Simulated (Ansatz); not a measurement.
**CH4BClSi: rotation by 120° about the C1–B2 bond**

How high is the barrier for the rotation by 120° about the C1–B2 bond? Relax the two ends, then run a nudged elastic band between them. SMILES of the start: CB=[SiH]Cl.

All numbers below are computed with Ansatz 0.2.0 (RKS PBE/def2-mTZVP).

### 1 The structure to begin with

Bond lengths: C1–B2 1.552 Å, B2–Si3 1.820 Å, Si3–Cl4 2.058 Å, C1–H5 1.093 Å, C1–H6 1.091 Å, C1–H7 1.091 Å, Si3–H8 1.458 Å. Angles: C1–B2–Si3 153.5°, B2–C1–H5 106.4°, B2–C1–H6 114.3°, B2–C1–H7 115.4°, H5–C1–H6 106.2°, H5–C1–H7 106.3°, H6–C1–H7 107.6°, B2–Si3–Cl4 118.9°, B2–Si3–H8 133.8°, Cl4–Si3–H8 104.2°.

As a file:

```xyz
8

C    -0.0187    1.5035   -0.3022
B     0.3777    0.0144   -0.1150
Si    0.1485   -1.6599    0.5610
Cl   -0.9053   -3.0420   -0.5407
H    -0.8327    1.5164   -1.0313
H    -0.4098    1.9802    0.5976
H     0.7630    2.1496   -0.7053
H     0.8773   -2.4621    1.5359
```

### 2 Relaxing end A

Input file input.yaml:

```yaml
crystal:
  periodic: [false, false, false]
  atoms:
    - { symbol: C, position_ang: [-0.01874, 1.50346, -0.30224] }
    - { symbol: B, position_ang: [0.37773, 0.01441, -0.11501] }
    - { symbol: Si, position_ang: [0.1485, -1.65993, 0.56102] }
    - { symbol: Cl, position_ang: [-0.9053, -3.04197, -0.54072] }
    - { symbol: H, position_ang: [-0.83266, 1.51637, -1.03127] }
    - { symbol: H, position_ang: [-0.40976, 1.98015, 0.59762] }
    - { symbol: H, position_ang: [0.76296, 2.14964, -0.70531] }
    - { symbol: H, position_ang: [0.87728, -2.46213, 1.53592] }
basis:
  gaussian: { orbitals: def2-mTZVP }
hamiltonian:
  xc: pbe
relax:
  f_tol: 0.015
  max_steps: 40
```

On the command line:

```console
> ansatz run input.yaml --threads 2 --pin off --max-ram 3072MiB --backend cpu --events-out ev --progress --plain --runs-dir out
```

The program printed, shortened:

```text
Warning: RAYON_NUM_THREADS=2 ignored (pool sized by the plan → 2); use --threads N
[...]
Functional definition: PBE
[...]
977 factors; their error is unknown
[...]
mean field -22166.07403824 eV, -814.5881962006 hartree, gradient 4.2e-5 eV, S^2 0.000000; 1 other end points of the search recorded, 0 dependent functions left out
[...]
reference -22166.07408166 eV, -814.5881977964 hartree; 23, 23 occupied and 71, 71 virtual orbitals, 977 factors
relax step   1: F+E_penalty+E_count = -22166.07403824 eV  Δ(F+E_penalty+E_count) = +0.000e0 eV  max|allowed force component| = 1.408e0 eV/Å  Δτ_max = 0.0000 Å  (41 SCF iters, accepted)
[...]
relax step   5: F+E_penalty+E_count = -22166.33462155 eV  Δ(F+E_penalty+E_count) = -9.097e-3 eV  max|allowed force component| = 6.602e-2 eV/Å  Δτ_max = 0.0582 Å  (31 SCF iters, accepted)
[...]
relax step   9: F+E_penalty+E_count = -22166.33593039 eV  Δ(F+E_penalty+E_count) = +3.652e-4 eV  max|allowed force component| = 8.860e-2 eV/Å  Δτ_max = 0.0122 Å  (32 SCF iters, rejected (line search))
[...]
relax step  13: F+E_penalty+E_count = -22166.33742743 eV  Δ(F+E_penalty+E_count) = -1.447e-4 eV  max|allowed force component| = 4.308e-2 eV/Å  Δτ_max = 0.0231 Å  (32 SCF iters, accepted)
[...]
relax step  17: F+E_penalty+E_count = -22166.33784435 eV  Δ(F+E_penalty+E_count) = -2.164e-5 eV  max|allowed force component| = 1.210e-2 eV/Å  Δτ_max = 0.0092 Å  (33 SCF iters, accepted)
[...]
relax step  18: F+E_penalty+E_count = -22166.33787139 eV  Δ(F+E_penalty+E_count) = -2.705e-5 eV  max|allowed force component| = 4.245e-3 eV/Å  Δτ_max = 0.0158 Å  (32 SCF iters, accepted)
977 factors; their error is unknown
[...]
mean field -22166.33787139 eV, -814.5978918903 hartree, gradient 9.8e-6 eV, S^2 0.000000; 2 other end points of the search recorded, 0 dependent functions left out
[...]
reference -22166.33791434 eV, -814.5978934684 hartree; 23, 23 occupied and 71, 71 virtual orbitals, 977 factors
Total energy: -22166.33791434 eV, -814.5978934684 hartree
Atom 0 at    -0.011293     1.461800    -0.310188 Å, force    -0.002967     0.004116     0.000865 eV/Å
Atom 1 at     0.226506    -0.006649     0.011088 Å, force    -0.000985    -0.002613    -0.000365 eV/Å
Atom 2 at    -0.204787    -1.706765     0.759553 Å, force    -0.002544     0.003627    -0.001489 eV/Å
Atom 3 at    -0.659749    -3.048308    -0.817017 Å, force     0.000594    -0.000358     0.000158 eV/Å
Atom 4 at    -0.953885     1.561007    -0.882453 Å, force     0.004245    -0.000574     0.002688 eV/Å
Atom 5 at    -0.168139     2.045744     0.615720 Å, force     0.000811    -0.002949    -0.003775 eV/Å
Atom 6 at     0.793279     1.939114    -0.890310 Å, force    -0.001395    -0.000391     0.000953 eV/Å
Atom 7 at     0.978080    -2.245944     1.513617 Å, force     0.002241    -0.000857     0.000965 eV/Å
Dipole moment:     0.074617     0.783754     0.079745 e Å
```

Wall time 23 s (2 threads of AMD EPYC 7B13 (Zen 3), shared host); peak memory 0.18 GiB.

Relaxation path:

```csv
step,energy from step 1 (eV),largest force component (eV/Å)
1,0.0000,1.4076
2,-0.1493,0.7275
3,-0.2066,0.9977
4,-0.2515,0.3060
5,-0.2606,0.0660
6,-0.2619,0.0464
7x,-0.2615,0.0873
8,-0.2623,0.0206
9x,-0.2619,0.0886
10,-0.2624,0.0052
11,-0.2629,0.0313
12,-0.2632,0.0594
13,-0.2634,0.0431
14,-0.2637,0.0230
15,-0.2637,0.0123
16,-0.2638,0.0156
17,-0.2638,0.0121
18,-0.2638,0.0042
```

Step 1 is the start. 2 steps were tried and not accepted (marked x).

After: Bond lengths: C1–B2 1.522 Å, B2–Si3 1.907 Å, Si3–Cl4 2.120 Å, C1–H5 1.107 Å, C1–H6 1.106 Å, C1–H7 1.101 Å, Si3–H8 1.503 Å. Angles: C1–B2–Si3 155.2°, B2–C1–H5 109.2°, B2–C1–H6 110.8°, B2–C1–H7 114.5°, H5–C1–H6 105.3°, H5–C1–H7 108.1°, H6–C1–H7 108.4°, B2–Si3–Cl4 108.7°, B2–Si3–H8 109.8°, Cl4–Si3–H8 108.4°.

### 3 End point B

The second end starts from a geometry with the move made by hand.

Input file input.yaml:

```yaml
crystal:
  periodic: [false, false, false]
  atoms:
    - { symbol: C, position_ang: [-0.01874, 1.50346, -0.30224] }
    - { symbol: B, position_ang: [0.37773, 0.01441, -0.11501] }
    - { symbol: Si, position_ang: [1.50323, -1.31915, 0.40252] }
    - { symbol: Cl, position_ang: [1.32438, -2.09091, 2.30167] }
    - { symbol: H, position_ang: [-0.83266, 1.51637, -1.03127] }
    - { symbol: H, position_ang: [-0.40976, 1.98015, 0.59762] }
    - { symbol: H, position_ang: [0.76296, 2.14964, -0.70531] }
    - { symbol: H, position_ang: [2.27614, -2.32288, -0.31874] }
basis:
  gaussian: { orbitals: def2-mTZVP }
hamiltonian:
  xc: pbe
relax:
  f_tol: 0.015
  max_steps: 40
```

On the command line:

```console
> ansatz run input.yaml --threads 2 --pin off --max-ram 3072MiB --backend cpu --events-out ev --progress --plain --runs-dir out
```

The program printed, shortened:

```text
Warning: RAYON_NUM_THREADS=2 ignored (pool sized by the plan → 2); use --threads N
[...]
[... 1 set-up line as earlier in the session ...]
[...]
977 factors; their error is unknown
[...]
mean field -22166.00273986 eV, -814.5855760336 hartree, gradient 4.3e-5 eV, S^2 0.000000; 1 other end points of the search recorded, 0 dependent functions left out
[...]
reference -22166.00278333 eV, -814.5855776310 hartree; 23, 23 occupied and 71, 71 virtual orbitals, 977 factors
relax step   1: F+E_penalty+E_count = -22166.00273986 eV  Δ(F+E_penalty+E_count) = +0.000e0 eV  max|allowed force component| = 1.348e0 eV/Å  Δτ_max = 0.0000 Å  (41 SCF iters, accepted)
[...]
relax step   4: F+E_penalty+E_count = -22166.32353907 eV  Δ(F+E_penalty+E_count) = -3.669e-2 eV  max|allowed force component| = 2.863e-1 eV/Å  Δτ_max = 0.1065 Å  (30 SCF iters, accepted)
[...]
relax step   7: F+E_penalty+E_count = -22166.33538166 eV  Δ(F+E_penalty+E_count) = -1.362e-3 eV  max|allowed force component| = 3.712e-2 eV/Å  Δτ_max = 0.0239 Å  (32 SCF iters, accepted)
[...]
relax step  10: F+E_penalty+E_count = -22166.33638748 eV  Δ(F+E_penalty+E_count) = -1.963e-4 eV  max|allowed force component| = 1.741e-2 eV/Å  Δτ_max = 0.0064 Å  (33 SCF iters, accepted)
[...]
relax step  12: F+E_penalty+E_count = -22166.33693101 eV  Δ(F+E_penalty+E_count) = -7.454e-5 eV  max|allowed force component| = 1.013e-1 eV/Å  Δτ_max = 0.0583 Å  (31 SCF iters, accepted)
[...]
relax step  13: F+E_penalty+E_count = -22166.33731795 eV  Δ(F+E_penalty+E_count) = -3.869e-4 eV  max|allowed force component| = 4.756e-2 eV/Å  Δτ_max = 0.0125 Å  (33 SCF iters, accepted)
[...]
977 factors; their error is unknown
```

### 4 The output, continued: end point B relaxed

The log, continued, shortened:

```text
mean field -22166.33731717 eV, -814.5978715230 hartree, gradient 9.7e-6 eV, S^2 0.000000; 0 other end points of the search recorded, 0 dependent functions left out
[...]
reference -22166.33735968 eV, -814.5978730852 hartree; 23, 23 occupied and 71, 71 virtual orbitals, 977 factors
relax step  14: F+E_penalty+E_count = -22166.33731717 eV  Δ(F+E_penalty+E_count) = +7.764e-7 eV  max|allowed force component| = 2.107e-2 eV/Å  Δτ_max = 0.0108 Å  (33 SCF iters, rejected (line search))
[...]
relax step  20: F+E_penalty+E_count = -22166.33786223 eV  Δ(F+E_penalty+E_count) = -3.652e-5 eV  max|allowed force component| = 8.589e-3 eV/Å  Δτ_max = 0.0220 Å  (32 SCF iters, accepted)
[...]
relax step  21: F+E_penalty+E_count = -22166.33786471 eV  Δ(F+E_penalty+E_count) = -2.478e-6 eV  max|allowed force component| = 8.389e-3 eV/Å  Δτ_max = 0.0182 Å  (32 SCF iters, accepted)
[...]
reference -22166.33790765 eV, -814.5978932225 hartree; 23, 23 occupied and 71, 71 virtual orbitals, 977 factors
Total energy: -22166.33790765 eV, -814.5978932225 hartree
Atom 0 at    -0.039832     1.442588    -0.340997 Å, force     0.004897     0.000296     0.006212 eV/Å
Atom 1 at     0.542428     0.061997    -0.072916 Å, force    -0.001132     0.005683     0.001647 eV/Å
Atom 2 at     1.828477    -1.170297     0.608125 Å, force    -0.001094     0.001574     0.001019 eV/Å
Atom 3 at     0.982365    -2.199577     2.256688 Å, force     0.002531     0.000607    -0.007378 eV/Å
Atom 4 at    -0.997976     1.438136    -0.882806 Å, force     0.001672     0.000453     0.000392 eV/Å
Atom 5 at    -0.189182     1.970020     0.620925 Å, force     0.000174    -0.003567    -0.008389 eV/Å
Atom 6 at     0.678458     2.064467    -0.907228 Å, force    -0.004968    -0.002631     0.002046 eV/Å
Atom 7 at     2.178541    -2.176243    -0.452550 Å, force    -0.002080    -0.002414     0.004450 eV/Å
Dipole moment:    -0.169010     0.650307    -0.417466 e Å
```

Run time: 27 s. Hardware: 2 threads of AMD EPYC 7B13 (Zen 3), shared host; peak memory 0.18 GiB.

Relaxation path:

```
step  energy from step 1 (eV)  largest force component (eV/Å)
   1                   0.0000                          1.3482
   2                  -0.2198                          0.7381
   3                  -0.2841                          0.8198
   4                  -0.3208                          0.2863
   5                  -0.3313                          0.0736
  6x                  -0.3198                          0.3681
   7                  -0.3326                          0.0371
   8                  -0.3335                          0.0377
  9x                  -0.3334                          0.0212
  10                  -0.3336                          0.0174
  11                  -0.3341                          0.0394
  12                  -0.3342                          0.1013
  13                  -0.3346                          0.0476
 14x                  -0.3346                          0.0211
  15                  -0.3347                          0.0156
  16                  -0.3349                          0.0116
  17                  -0.3350                          0.0520
  18                  -0.3350                          0.0284
  19                  -0.3351                          0.0090
  20                  -0.3351                          0.0086
  21                  -0.3351                          0.0084
```

Step 1 is the start. 3 steps were tried and not accepted (marked x).

After: Bond lengths: C1–B2 1.522 Å, B2–Si3 1.907 Å, Si3–Cl4 2.120 Å, C1–H5 1.101 Å, C1–H6 1.107 Å, C1–H7 1.106 Å, Si3–H8 1.503 Å. Angles: C1–B2–Si3 155.1°, B2–C1–H5 114.6°, B2–C1–H6 109.3°, B2–C1–H7 110.6°, H5–C1–H6 108.2°, H5–C1–H7 108.4°, H6–C1–H7 105.3°, B2–Si3–Cl4 108.8°, B2–Si3–H8 109.7°, Cl4–Si3–H8 108.5°.

### 5 Nudged elastic band

crystal.atoms is end A as relaxed above, and neb.final_atoms is end B, turned to lie on A. With 7 inner images the band has 9 in all. The start path is listed, through a guess of the saddle.

Input file input.yaml:

```yaml
crystal:
  periodic: [false, false, false]
  atoms:
    - { symbol: C, position_ang: [-0.011293, 1.4618, -0.310188] }
    - { symbol: B, position_ang: [0.226506, -0.006649, 0.011088] }
    - { symbol: Si, position_ang: [-0.204787, -1.706765, 0.759553] }
    - { symbol: Cl, position_ang: [-0.659749, -3.048308, -0.817017] }
    - { symbol: H, position_ang: [-0.953885, 1.561007, -0.882453] }
    - { symbol: H, position_ang: [-0.168139, 2.045744, 0.61572] }
    - { symbol: H, position_ang: [0.793279, 1.939114, -0.89031] }
    - { symbol: H, position_ang: [0.97808, -2.245944, 1.513617] }
basis:
  gaussian: { orbitals: def2-mTZVP }
hamiltonian:
  xc: pbe
neb:
  order_check: false
  images: 7
  f_tol: 0.03
  max_iterations: 60
  final_atoms:
    - { symbol: C, position_ang: [-0.05078807, 1.45336742, -0.34500209] }
    - { symbol: B, position_ang: [0.17558573, -0.03756499, -0.13811782] }
    - { symbol: Si, position_ang: [0.14456365, -1.67178446, 0.84404903] }
    - { symbol: Cl, position_ang: [-1.35200801, -2.93140917, 0.027531] }
    - { symbol: H, position_ang: [0.23184458, 1.82547326, -1.3416328] }
    - { symbol: H, position_ang: [-1.12001562, 1.68782437, -0.17897118] }
    - { symbol: H, position_ang: [0.49873499, 2.03943504, 0.41515626] }
    - { symbol: H, position_ang: [1.47209475, -2.36534247, 0.71699759] }
  initial_path:
    images:
      - { positions_ang: [[-0.011293, 1.4618, -0.310188], [0.226506, -0.006649, 0.011088], [-0.204787, -1.706765, 0.759553], [-0.659749, -3.048308, -0.817017], [-0.953885, 1.561007, -0.882453], [-0.168139, 2.045744, 0.61572], [0.793279, 1.939114, -0.89031], [0.97808, -2.245944, 1.513617]] }
      - { positions_ang: [[-0.02212947, 1.47071159, -0.30892082], [0.24165409, -0.0088658, -0.05281155], [-0.09272447, -1.69661292, 0.69998715], [-0.80782258, -3.02953559, -0.61693547], [-0.79603319, 1.59865403, -0.99750825], [-0.35534726, 1.98107006, 0.53600733], [0.78615696, 1.99772322, -0.68151905], [1.04625792, -2.31314558, 1.42171065]] }
      - { positions_ang: [[-0.03296593, 1.47962318, -0.30765363], [0.25680218, -0.01108259, -0.1167111], [0.01933805, -1.68646083, 0.64042131], [-0.95589616, -3.01076319, -0.41685393], [-0.63818138, 1.63630105, -1.1125635], [-0.54255553, 1.91639611, 0.45629466], [0.77903492, 2.05633243, -0.47272809], [1.11443585, -2.38034716, 1.32980429]] }
      - { positions_ang: [[-0.0438024, 1.48853477, -0.30638645], [0.27195027, -0.01329939, -0.18061065], [0.13140058, -1.67630875, 0.58085546], [-1.10396974, -2.99199078, -0.2167724], [-0.48032957, 1.67394808, -1.22761875], [-0.72976379, 1.85172217, 0.37658199], [0.77191288, 2.11494165, -0.26393714], [1.18261377, -2.44754874, 1.23789794]] }
      - { positions_ang: [[-0.05463887, 1.49744635, -0.30511927], [0.28709836, -0.01551619, -0.24451019], [0.24346311, -1.66615667, 0.52128961], [-1.25204332, -2.97321837, -0.01669087], [-0.32247775, 1.7115951, -1.342674], [-0.91697205, 1.78704822, 0.29686932], [0.76479084, 2.17355087, -0.05514618], [1.25079169, -2.51475032, 1.14599158]] }
      - { positions_ang: [[-0.05367617, 1.48642662, -0.31508997], [0.2592202, -0.02102839, -0.2179121], [0.21873824, -1.66756362, 0.60197947], [-1.27703449, -2.96276607, -0.0056354], [-0.18389717, 1.74006464, -1.3424137], [-0.96773294, 1.76224226, 0.1779092], [0.69827688, 2.14002191, 0.06242943], [1.30611746, -2.47739836, 1.03874308]] }
      - { positions_ang: [[-0.05271347, 1.47540689, -0.32506068], [0.23134205, -0.02654059, -0.19131401], [0.19401338, -1.66897056, 0.68266932], [-1.30202566, -2.95231377, 0.00542007], [-0.04531659, 1.76853418, -1.3421534], [-1.01849383, 1.7374363, 0.05894907], [0.63176292, 2.10649295, 0.18000504], [1.36144322, -2.4400464, 0.93149459]] }
      - { positions_ang: [[-0.05175077, 1.46438715, -0.33503138], [0.20346389, -0.03205279, -0.16471592], [0.16928851, -1.67037751, 0.76335917], [-1.32701683, -2.94186147, 0.01647554], [0.09326399, 1.79700372, -1.3418931], [-1.06925473, 1.71263033, -0.06001105], [0.56524895, 2.072964, 0.29758065], [1.41676898, -2.40269443, 0.82424609]] }
      - { positions_ang: [[-0.05078807, 1.45336742, -0.34500209], [0.17558573, -0.03756499, -0.13811782], [0.14456365, -1.67178446, 0.84404903], [-1.35200801, -2.93140917, 0.027531], [0.23184458, 1.82547326, -1.3416328], [-1.12001562, 1.68782437, -0.17897118], [0.49873499, 2.03943504, 0.41515626], [1.47209475, -2.36534247, 0.71699759]] }
```

On the command line:

```console
> ansatz run input.yaml --threads 2 --pin off --max-ram 3072MiB --backend cpu --events-out ev --progress --plain --runs-dir out
```

The program printed, shortened:

```text
Warning: RAYON_NUM_THREADS=2 ignored (pool sized by the plan → 2); use --threads N
[...]
[... 1 set-up line as earlier in the session ...]
[...]
977 factors; their error is unknown
[...]
mean field -22166.33789048 eV, -814.5978925918 hartree, gradient 4.0e-5 eV, S^2 0.000000; 1 other end points of the search recorded, 0 dependent functions left out
[...]
reference -22166.33793370 eV, -814.5978941799 hartree; 23, 23 occupied and 71, 71 virtual orbitals, 977 factors
977 factors; their error is unknown
[...]
mean field -22166.33788308 eV, -814.5978923196 hartree, gradient 3.7e-5 eV, S^2 0.000000; 1 other end points of the search recorded, 0 dependent functions left out
[...]
reference -22166.33792598 eV, -814.5978938964 hartree; 23, 23 occupied and 71, 71 virtual orbitals, 977 factors
NEB end point (image 0): max|allowed force component| = 4.267e-3 eV/Å (the criterion of neb.relax_end_points is 1.000e-2)
[...]
NEB iter   8: max|band force component| = 2.360e-2 eV/Å  barrier→ = 0.0165 eV  barrier← = 0.0165 eV  CI = image 4  Δτ_max = 0.0000 Å  (691 SCF iters)
Total energy: -22166.32141688 eV, -814.5972871979 hartree
Atom 0 at    -0.068222     1.464748    -0.289978 Å, force    -0.009677    -0.023584    -0.010112 eV/Å
Atom 1 at     0.152974    -0.016006    -0.010390 Å, force     0.004342     0.000845     0.004436 eV/Å
Atom 2 at    -0.020324    -1.706812     0.853425 Å, force    -0.002366    -0.001180    -0.000281 eV/Å
Atom 3 at    -1.098417    -3.013740    -0.421953 Å, force     0.002393     0.006130     0.000402 eV/Å
Atom 4 at    -0.469467     1.577931    -1.315046 Å, force     0.001645     0.008172     0.003957 eV/Å
Atom 5 at    -0.743510     1.988282     0.404118 Å, force    -0.003643     0.004049     0.004251 eV/Å
Atom 6 at     0.900962     1.995731    -0.302813 Å, force     0.007688     0.003420    -0.002273 eV/Å
Atom 7 at     1.346015    -2.290135     1.082647 Å, force    -0.000382     0.002147    -0.000381 eV/Å
Dipole moment:     0.170239     0.790754    -0.010672 e Å
this run last wrote the band of iteration 8 to <dir>
```

It took 71 s on 2 threads of AMD EPYC 7B13 (Zen 3), shared host; peak memory 0.18 GiB.

### 6 The band, image by image

Images 0 and 8 are the ends. Energies count from image 0; the path length is the program's own measure over all atoms.

| image | path (Å) | energy (eV) | dihedral H5–C1–B2–Si3 (°) | band force (eV/Å) |
| --- | --- | --- | --- | --- |
| 0 | 0.000 | 0.0000 | -58 | - |
| 1 | 0.352 | 0.0011 | -71 | 0.007 |
| 2 | 0.704 | 0.0058 | -85 | 0.010 |
| 3 | 1.056 | 0.0129 | -102 | 0.014 |
| 4* | 1.408 | 0.0165 | -121 | 0.024 |
| 5 | 1.790 | 0.0127 | -141 | 0.014 |
| 6 | 2.171 | 0.0052 | -158 | 0.015 |
| 7 | 2.553 | 0.0009 | -170 | 0.011 |
| 8 | 2.935 | 0.0000 | -179 | - |

The star marks the climbing image.

image, energy (eV) and a bar:
```
        0      0.000 
        1      0.001 ##
        2      0.006 ###########
        3      0.013 #######################
        4      0.017 ##############################
        5      0.013 #######################
        6      0.005 #########
        7      0.001 ##
        8      0.000
```

The top of the band by iteration:

| iteration | highest image above image 0 (eV) | largest band force (eV/Å) |
| --- | --- | --- |
| 1 | 0.7533 | 3.353 |
| 2 | 0.1640 | 0.830 |
| 3 | 0.0760 | 0.362 |
| 4 | 0.0331 | 0.229 |
| 5 | 0.0235 | 0.178 |
| 6 | 0.0187 | 0.086 |
| 7 | 0.0167 | 0.038 |
| 8 | 0.0165 | 0.024 |

Positions of all images (Å):

```xyz
8
image=0 dE=0.0000
C    -0.011    1.462   -0.310
B     0.227   -0.007    0.011
Si   -0.205   -1.707    0.760
Cl   -0.660   -3.048   -0.817
H    -0.954    1.561   -0.882
H    -0.168    2.046    0.616
H     0.793    1.939   -0.890
H     0.978   -2.246    1.514
8
image=1 dE=0.0011
C    -0.009    1.466   -0.291
B     0.232   -0.003    0.022
Si   -0.161   -1.704    0.790
Cl   -0.796   -3.020   -0.747
H    -0.856    1.505   -1.007
H    -0.334    2.052    0.586
H     0.842    1.975   -0.769
H     1.082   -2.272    1.415
8
image=2 dE=0.0058
C    -0.023    1.469   -0.277
B     0.214   -0.002    0.029
Si   -0.115   -1.707    0.816
Cl   -0.911   -3.004   -0.660
H    -0.738    1.491   -1.126
H    -0.489    2.045    0.538
H     0.879    1.996   -0.626
H     1.183   -2.287    1.305
8
image=3 dE=0.0129
C    -0.046    1.467   -0.277
B     0.183   -0.008    0.020
Si   -0.069   -1.710    0.841
Cl   -1.008   -3.004   -0.553
H    -0.607    1.521   -1.232
H    -0.626    2.023    0.475
H     0.901    2.000   -0.467
H     1.273   -2.289    1.193
8
image=4 dE=0.0165
C    -0.068    1.465   -0.290
B     0.153   -0.016   -0.010
Si   -0.020   -1.707    0.853
Cl   -1.098   -3.014   -0.422
H    -0.469    1.578   -1.315
H    -0.744    1.988    0.404
H     0.901    1.996   -0.303
H     1.346   -2.290    1.083
8
image=5 dE=0.0127
C    -0.087    1.459   -0.312
B     0.125   -0.026   -0.053
Si    0.019   -1.698    0.856
Cl   -1.162   -3.027   -0.301
H    -0.291    1.657   -1.379
H    -0.868    1.940    0.297
H     0.868    1.977   -0.097
H     1.396   -2.282    0.990
8
image=6 dE=0.0052
C    -0.089    1.454   -0.336
B     0.122   -0.034   -0.099
Si    0.058   -1.684    0.852
Cl   -1.224   -3.019   -0.181
H    -0.105    1.726   -1.403
H    -0.980    1.873    0.159
H     0.787    1.975    0.102
H     1.431   -2.291    0.906
8
image=7 dE=0.0009
C    -0.073    1.452   -0.349
B     0.144   -0.038   -0.129
Si    0.099   -1.674    0.849
Cl   -1.289   -2.985   -0.071
H     0.072    1.781   -1.389
H    -1.067    1.786   -0.003
H     0.660    1.999    0.275
H     1.455   -2.321    0.817
8
image=8 dE=0.0000
C    -0.051    1.453   -0.345
B     0.176   -0.038   -0.138
Si    0.145   -1.672    0.844
Cl   -1.352   -2.931    0.028
H     0.232    1.825   -1.342
H    -1.120    1.688   -0.179
H     0.499    2.039    0.415
H     1.472   -2.365    0.717
```

[end of part 1 of 2]
